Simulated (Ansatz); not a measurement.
# PtSe: equation of state with PBE

The system is PtSe.

```
Pt Se
1.0
     0.00000    2.79841    2.79841
     2.79841    0.00000    2.79841
     2.79841    2.79841    0.00000
Pt Se
1 1
Direct
  0.50000 0.50000 0.50000
  0.00000 0.00000 0.00000
```

The cell comes from a database or a generator and needn't be the stable form of this composition.

```json
{
  "Program": "Ansatz 0.2.0",
  "Task": "equation of state",
  "Functional": "PBE",
  "Potentials or basis": "Ansatz PAW",
  "Cutoff": "420 eV",
  "Density cutoff": "1680 eV",
  "k mesh": "8 × 8 × 8",
  "Occupations": "fermi-dirac, width 0.05 eV",
  "Spin": "no spin polarisation"
}
```

* Equilibrium volume: outside the volumes run

Energy against volume, from the lowest point:
| volume (Å³/atom) | energy (meV/atom) |
| --- | --- |
| 20.600 | 0.00 |
| 21.038 | 31.64 |
| 21.476 | 66.84 |
| 21.915 | 105.09 |
| 22.353 | 145.92 |
| 22.791 | 188.93 |
| 23.230 | 233.77 |

All runs of the series together: 6.2 s on 2 threads of Arm Neoverse V2, with other jobs on the host.

The run has no spin-orbit coupling, so splittings on Pt are missing.
